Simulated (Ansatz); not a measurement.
# B4AsN3: the cost of one run

The runs shown are made with Ansatz 0.2.0. PAW datasets, plane waves. No spin polarisation. The prototype was imposed, so other structures may be more stable.

## Step 1: The structure to begin with

The cell was relaxed beforehand with r2SCAN.

The symmetry is R3m (No. 160, trigonal); a = 2.754 Å, c = 27.750 Å in the conventional setting, 7.60 Å³ an atom. Around N lie 4 B at 1.54–1.67 Å; around N lie 4 B at 1.55–1.67 Å; around N lie 4 B at 1.56–1.66 Å; around As lie 4 B at 1.88–2.09 Å; around B lie 4 N at 1.55–1.67 Å.

Structure file:

```cif
data_structure
_symmetry_space_group_name_H-M 'R3m:H'
_symmetry_Int_Tables_number 160
_cell_length_a 2.7545
_cell_length_b 2.7545
_cell_length_c 27.7505
_cell_angle_alpha 90.000
_cell_angle_beta 90.000
_cell_angle_gamma 120.000
_cell_volume 182.34
loop_
_atom_site_label
_atom_site_type_symbol
_atom_site_symmetry_multiplicity
_atom_site_Wyckoff_symbol
_atom_site_fract_x
_atom_site_fract_y
_atom_site_fract_z
_atom_site_occupancy
N1 N 3 a 0.66667 0.33333 0.32532 1
N2 N 3 a 0.00000 0.00000 0.25115 1
N3 N 3 a 0.33333 0.66667 0.17665 1
As1 As 3 a 0.66667 0.33333 0.08380 1
B1 B 3 a 0.00000 0.00000 0.30704 1
B2 B 3 a 0.33333 0.66667 0.23292 1
B3 B 3 a 0.66667 0.33333 0.15908 1
B4 B 3 a 0.00000 0.00000 0.04738 1
```

## Step 2: Band structure with PBE

Contents of input.yaml:

```yaml
crystal:
  lattice:
    - [1.3772263992, 0.7951420323, 9.2501524163]
    - [-1.3772263992, 0.7951420323, 9.2501524163]
    - [0.0, -1.5902840646, 9.2501524163]
  atoms:
    - { symbol: "N", position: [0.0080132032, 0.0080132032, 0.0080132032] }
    - { symbol: "N", position: [0.7488471622, 0.7488471622, 0.7488471622] }
    - { symbol: "N", position: [0.4900186456, 0.4900186456, 0.4900186456] }
    - { symbol: As, position: [0.2495340464, 0.2495340464, 0.2495340464] }
    - { symbol: B, position: [0.6929640945, 0.6929640945, 0.6929640945] }
    - { symbol: B, position: [0.4337444864, 0.4337444864, 0.4337444864] }
    - { symbol: B, position: [0.1742558268, 0.1742558268, 0.1742558268] }
    - { symbol: B, position: [0.9526225349, 0.9526225349, 0.9526225349] }
kpoints:
  mp_grid: { grid: [10, 10, 10] }
  band_path:
    path:
      - [[0.0, 0.0, 0.0], [-0.5, -0.5, -0.5], [-0.5, -0.1715927344829, -0.8284072655171]]
      - [[-0.1715927344829, 0.1715927344829, -0.5], [-6.112709173133e-16, -6.112709173133e-16, -0.5], [0.0, 0.0, 0.0], [-6.755237500867e-16, 0.3357963672414, -0.3357963672414]]
      - [[-0.3357963672414, -5.98814697053e-16, -0.6642036327586], [-0.5, -2.945992474404e-16, -0.5], [0.0, 0.0, 0.0]]
    npoints: 10
hamiltonian:
  xc: pbe
scf:
  occupations: { method: fermi_dirac, width: 0.02 }
  n_extra_bands: 6
output:
  forces: true
  stress: true
  eigenvalues: true
  write_density: true
  write_potential: true
  elf: true
  volumetric_format: npy
```

Started as:

```bash
ansatz run input.yaml --threads 4 --pin off --max-ram 6451MiB --backend cpu --events-out ev --progress --plain --runs-dir out
```

Q: Estimate wall time and peak memory on 4 threads of AMD EPYC (Zen 3), shared host.

About 12 s, with a peak of 0.48 GiB.
